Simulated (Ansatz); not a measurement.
# CH₈B₂OSi: one species, many methods

One table from this session's results is given with a row withheld; the runs are named, their logs left out.

Program: Ansatz 0.2.0, Gaussian basis. Level of theory: functionals in def2-TZVPP, the program's frozen cores in correlated methods. These are calculated values, not measurements.

The runs, in order: PBE-D4, r2SCAN-D4, PBE0-D4, B3LYP-D4, ωB97X-V, ωB97M-V, B2PLYP; CCSD(T)/def2-TZVPP; MP2/def2-QZVPP; extrapolation to the limit.

## The relaxed structure

An earlier PBE0-D4 in a triple-zeta def2 set relaxation fixed the geometry.

SMILES `BC(B)O[SiH3]`, 13 atoms, charge 0, spin multiplicity 1.

Atoms are counted from 1 here; the program's logs count them from 0.

Bond lengths: B1–C2 1.546 Å, B1–H6 1.194 Å, B1–H7 1.195 Å, C2–B3 1.552 Å, C2–O4 1.414 Å, C2–H8 1.121 Å, B3–H9 1.193 Å, B3–H10 1.194 Å, O4–Si5 1.644 Å, Si5–H11 1.480 Å, Si5–H12 1.490 Å, Si5–H13 1.491 Å. Angles: C2–B1–H6 118.9°, C2–B1–H7 120.5°, H6–B1–H7 120.5°, B1–C2–B3 108.3°, B1–C2–O4 118.6°, B1–C2–H8 104.1°, B3–C2–O4 114.6°, B3–C2–H8 96.2°, O4–C2–H8 112.3°, C2–B3–H9 119.9°, C2–B3–H10 118.9°, H9–B3–H10 121.2°, C2–O4–Si5 122.1°, O4–Si5–H11 106.7°, O4–Si5–H12 111.2°, O4–Si5–H13 110.3°, H11–Si5–H12 110.7°, H11–Si5–H13 110.4° and more.

Set-up of the first run:

File in.yaml:

```yaml
crystal:
  periodic: [false, false, false]
  atoms:
    - {symbol: B, position_ang: [-1.155578, 0.953939, 0.618132]}
    - {symbol: C, position_ang: [0.255762, 0.451442, 0.235226]}
    - {symbol: B, position_ang: [1.219857, 1.668206, 0.221285]}
    - {symbol: O, position_ang: [0.388446, -0.416437, -0.873094]}
    - {symbol: Si, position_ang: [-0.165314, -1.963824, -0.843198]}
    - {symbol: H, position_ang: [-1.300347, 1.539909, 1.648399]}
    - {symbol: H, position_ang: [-2.080144, 0.785099, -0.119219]}
    - {symbol: H, position_ang: [0.649258, -0.002911, 1.181022]}
    - {symbol: H, position_ang: [1.932698, 1.850679, -0.717999]}
    - {symbol: H, position_ang: [1.250953, 2.391731, 1.170365]}
    - {symbol: H, position_ang: [0.059895, -2.521692, -2.195426]}
    - {symbol: H, position_ang: [-1.611454, -2.012641, -0.488206]}
    - {symbol: H, position_ang: [0.576469, -2.758201, 0.177514]}
basis:
  gaussian: {orbitals: def2-TZVPP}
hamiltonian: {xc: pbe, dispersion: d4}
output: {forces: true, orbitals: {seedname: orbitals}}
```

On the command line:

```console
$ ansatz run in.yaml --threads 4 --pin off --events-out ev --progress --plain --max-ram 10444MiB
```

Steps of the session up to this table: PBE-D4 (GGA); r2SCAN-D4 (meta-GGA); PBE0-D4 (hybrid); B3LYP-D4 (hybrid); ωB97X-V (range-separated); ωB97M-V (range-separated); B2PLYP (double hybrid); CCSD(T) in def2-TZVPP; MP2 in def2-QZVPP.

One table of the session follows, with a row left open; its other results are not shown here.

| method | atomisation energy (eV) |
| --- | --- |
| PBE-D4 | 47.561 |
| r2SCAN-D4 | ? |
| PBE0-D4 | 47.099 |
| B3LYP-D4 | 47.358 |
| ωB97X-V | 47.403 |
| ωB97M-V | 47.415 |
| B2PLYP | 46.786 |
| HF/def2-TZVPP | 36.125 |
| MP2/def2-TZVPP | 46.502 |
| CCSD/def2-TZVPP | 45.455 |
| CCSD(T)/def2-TZVPP | 45.961 |
| MP2/CBS | 47.568 |
| CCSD(T)/CBS | 47.028 |

Q: Estimate the row for r2SCAN-D4 from the others.

**Answer.** atomisation energy (eV): 47.423. In the column «atomisation energy (eV)» it lies between ωB97M-V (47.415) and PBE-D4 (47.561).
